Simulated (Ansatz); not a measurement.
# Be4CuSi in Ansatz: convergence with k mesh

Crystal: Be4CuSi.

```
Cu Si Be
1.0
     0.00000    3.05927    3.05927
     3.05927    0.00000    3.05927
     3.05927    3.05927    0.00000
Cu Si Be
1 1 4
Direct
  0.26574 0.24243 0.24491
  0.01076 0.01379 0.98033
  0.12497 0.62435 0.62767
  0.61209 0.60740 0.64680
  0.62290 0.62421 0.12985
  0.61169 0.11834 0.63627
```

The cell comes from a database or a generator and needn't be the stable form of this composition.

The cell isn't the ideal one: atoms moved at random, drawn with an rms of 0.05 Å.

| Item | Value |
| --- | --- |
| Program | Ansatz 0.2.0 |
| Task | convergence study |
| Functional | PBE |
| Potentials or basis | JTH PAW |
| Cutoff | 1350 eV (not typed: the program's choice for these potentials) |
| k mesh | 2 × 2 × 2 |
| Occupations | methfessel-paxton, width 0.05 eV |
| Spin | no spin polarisation |

These are the settings of the first run; the series varies k mesh, with any setting tied to it.

Hardware: 2 threads of Intel(R) Xeon(R) Platinum 8488C (Sapphire Rapids) (shared host).

Problem. The values tried are 2 × 2 × 2, 3 × 3 × 3, 4 × 4 × 4, 6 × 6 × 6, 7 × 7 × 7, 9 × 9 × 9, 10 × 10 × 10, 12 × 12 × 12, loosest first. From which on does the largest force stay within 0.005 eV/Å of the tightest run that finished?

Solution. From 10 × 10 × 10 on.

| k mesh | energy less the tightest run, at zero smearing (meV/atom) | pressure (GPa) | largest force (eV/Å) | SCF cycles | CPU time (s) | peak memory (GiB) |
| --- | --- | --- | --- | --- | --- | --- |
| 2 × 2 × 2 | -39.99 | 2.18 | 0.596 | 12 | 4.5 | 0.63 |
| 3 × 3 × 3 | 26.48 | 1.69 | 0.554 | 10 | 8.8 | 0.63 |
| 4 × 4 × 4 | -9.47 | -0.88 | 0.541 | 10 | 19 | 0.73 |
| 6 × 6 × 6 | -1.10 | -0.88 | 0.565 | 10 | 59 | 1.1 |
| 7 × 7 × 7 | 6.33 | -0.62 | 0.494 | 10 | 100 | 1.4 |
| 9 × 9 × 9 | 4.00 | 0.29 | 0.535 | 10 | 210 | 2.4 |
| 10 × 10 × 10 | 1.86 | 0.32 | 0.547 | 11 | 290 | 3.1 |
| 12 × 12 × 12 | 0.00 | 0.07 | 0.547 | 10 | 500 | 4.9 |

Not settled before the last step: the energy (to 1 meV/atom), the pressure (to 0.1 GPa). Meshes of other sizes hit other points, so gaps and Fermi surfaces needn't settle smoothly. The tightest run that finished is the yardstick and may itself not be fully converged.
